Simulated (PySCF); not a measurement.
# C4H7ClO2: electronic excitations

What electronic excitations should C4H7ClO2 (`COCCC(=O)Cl`) show?

Computed with PySCF 2.14.0, with density-fitted response routines of our own, on a single molecule in the gas phase. Atoms count from 0, in the outputs and in this text.

## Step 1: Starting geometry

14 atoms, charge 0, multiplicity 1; geometry from: GFN2-xTB.

Bonds of the start (Å): C0–O1 1.41, O1–C2 1.41, C2–C3 1.53, C3–C4 1.49, C4–O5 1.18, C4–Cl6 1.77, C0–H7 1.10, C0–H8 1.09, C0–H9 1.10, C2–H10 1.10, C2–H11 1.10, C3–H12 1.09, C3–H13 1.09.

## Step 2: Ultraviolet spectrum: B3LYP/def2-SVPD

What the job is given:

```
{"job": {"kind": "uv", "xc": "B3LYP", "basis": "def2-SVPD", "nstates": 8, "ntriplets": 3}, "charge": 0, "multiplicity": 1}
C     -2.412834     0.277477    -0.206846
O     -1.177390     0.510061     0.420588
C     -0.103730    -0.136363    -0.218833
C      1.171006     0.196338     0.555310
C      2.367942    -0.447577    -0.052707
O      2.428877    -1.144190    -1.007995
Cl     3.842991    -0.056418     0.849122
H     -2.409175     0.643252    -1.240836
H     -3.157929     0.821568     0.369211
H     -2.661310    -0.790747    -0.212449
H     -0.261640    -1.225492    -0.234509
H     -0.011701     0.205628    -1.260932
H      1.314183     1.278948     0.581973
H      1.070031    -0.132960     1.591933
```

Method: TDDFT B3LYP/def2-SVPD, vertical, gas phase, core orbitals frozen in the response.

Run with:

```
$ OMP_NUM_THREADS=1 python probes_run.py task.json out
```

The driver reads the jobs from task.json and runs them one after another.

What will the session give for the following? lowest singlet (B3LYP/def2-SVPD); brightest single state of those computed; lowest triplet. Wanted: lowest singlet; brightest single state of those computed; lowest triplet.

**Answer**, as computed:

| quantity | value |
| --- | --- |
| lowest singlet (B3LYP/def2-SVPD) | 5.18 eV (240 nm), f = 0.000 |
| brightest single state of those computed | state 4, 6.72 eV, f = 0.019 |
| lowest triplet | 4.67 eV |

**Reading.** The lowest singlet, at 5.18 eV, is HOMO−1→LUMO 0.98 and is dark; of the 8 states computed, the strongest absorption comes from state 4 at 6.72 eV. The lowest triplet lies 0.51 eV below the lowest singlet (triplets in Tamm-Dancoff, singlets in full TDDFT).
